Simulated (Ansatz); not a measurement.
# C2H6AlO2 radical: small, medium and large basis sets

One table from this session's results is given with a row withheld; the runs are named, their logs left out.

Computed with Ansatz 0.2.0, Gaussian basis. Level: one geometry, several basis sets.

The runs, in order: PBE0-D4/def2-SVP; ωB97M-V/def2-SVP; PBE0-D4/def2-QZVPP; ωB97M-V/def2-QZVPP; the functionals' def2-TZVPP values are taken from earlier runs.

## Structure used throughout

All runs share one geometry, relaxed beforehand with PBE0-D4 in a triple-zeta def2 set.

11 atoms, charge 0, spin multiplicity 2.

Atoms are counted from 1 here; the program's logs count them from 0.

Bond lengths: C1–O2 1.396 Å, C1–H6 1.095 Å, C1–H7 1.097 Å, C1–H8 1.095 Å, O2–Al3 1.685 Å, Al3–O4 1.685 Å, O4–C5 1.396 Å, C5–H9 1.095 Å, C5–H10 1.095 Å, C5–H11 1.097 Å. Angles: O2–C1–H6 110.1°, O2–C1–H7 112.7°, O2–C1–H8 110.2°, H6–C1–H7 107.9°, H6–C1–H8 107.9°, H7–C1–H8 108.0°, C1–O2–Al3 141.0°, O2–Al3–O4 124.6°, Al3–O4–C5 140.8°, O4–C5–H9 110.1°, O4–C5–H10 110.1°, O4–C5–H11 112.7°, H9–C5–H10 107.9°, H9–C5–H11 107.9°, H10–C5–H11 107.9°.

As a file:

| atom | x (Å) | y (Å) | z (Å) |
| --- | --- | --- | --- |
| C1 | -0.55109 | 1.83636 | -0.71952 |
| O2 | 0.41344 | 1.09144 | -1.40053 |
| Al3 | 1.22867 | -0.38060 | -1.31977 |
| O4 | 1.00236 | -1.53480 | -0.11335 |
| C5 | 0.26129 | -1.75404 | 1.04938 |
| H6 | -1.39222 | 2.06057 | -1.38392 |
| H7 | -0.94551 | 1.31315 | 0.15997 |
| H8 | -0.12563 | 2.78792 | -0.38357 |
| H9 | -0.35488 | -2.65281 | 0.94018 |
| H10 | 0.93248 | -1.90832 | 1.90090 |
| H11 | -0.40361 | -0.91587 | 1.29082 |

Set-up of the first run:

in.yaml reads:

```yaml
crystal:
  periodic: [false, false, false]
  atoms:
    - {symbol: C, position_ang: [-0.551085, 1.836357, -0.719517]}
    - {symbol: O, position_ang: [0.413439, 1.091445, -1.400528]}
    - {symbol: Al, position_ang: [1.228671, -0.380600, -1.319768]}
    - {symbol: O, position_ang: [1.002358, -1.534798, -0.113351]}
    - {symbol: C, position_ang: [0.261295, -1.754044, 1.049382]}
    - {symbol: H, position_ang: [-1.392220, 2.060567, -1.383919]}
    - {symbol: H, position_ang: [-0.945515, 1.313148, 0.159971]}
    - {symbol: H, position_ang: [-0.125629, 2.787922, -0.383571]}
    - {symbol: H, position_ang: [-0.354882, -2.652812, 0.940179]}
    - {symbol: H, position_ang: [0.932475, -1.908316, 1.900898]}
    - {symbol: H, position_ang: [-0.403607, -0.915868, 1.290825]}
basis:
  gaussian: {orbitals: def2-SVP}
magnetization: {spin_polarized: true, initial_magnetization: 1}
hamiltonian: {xc: pbe0, dispersion: d4}
output: {orbitals: {seedname: orbitals}}
```

The run is started by

```console
> ansatz run in.yaml --threads 2 --pin off --events-out ev --progress --plain --max-ram 32768MiB --backend cpu
```

Steps of the session up to this table: PBE0-D4 in def2-SVP; ωB97M-V in def2-SVP; PBE0-D4 in def2-QZVPP; ωB97M-V in def2-QZVPP.

One table of the session follows, with a row left open; its other results are not shown here.

It belongs to the step «Density functionals: the series». 

```
functional       basis  HOMO (eV)  LUMO (eV)
   PBE0-D4    def2-SVP      -5.89      -2.20
   PBE0-D4  def2-TZVPP      -6.04      -2.31
   PBE0-D4  def2-QZVPP      -6.06      -2.34
   ωB97M-V    def2-SVP      -7.54      -0.88
   ωB97M-V  def2-TZVPP          ?          ?
   ωB97M-V  def2-QZVPP      -7.74      -0.95
```

**Question.** Estimate the row for ωB97M-V, def2-TZVPP.

The run gave: HOMO (eV): -7.69; LUMO (eV): -0.87. In the column «HOMO (eV)» it lies between ωB97M-V, def2-QZVPP (-7.74) and ωB97M-V, def2-SVP (-7.54).
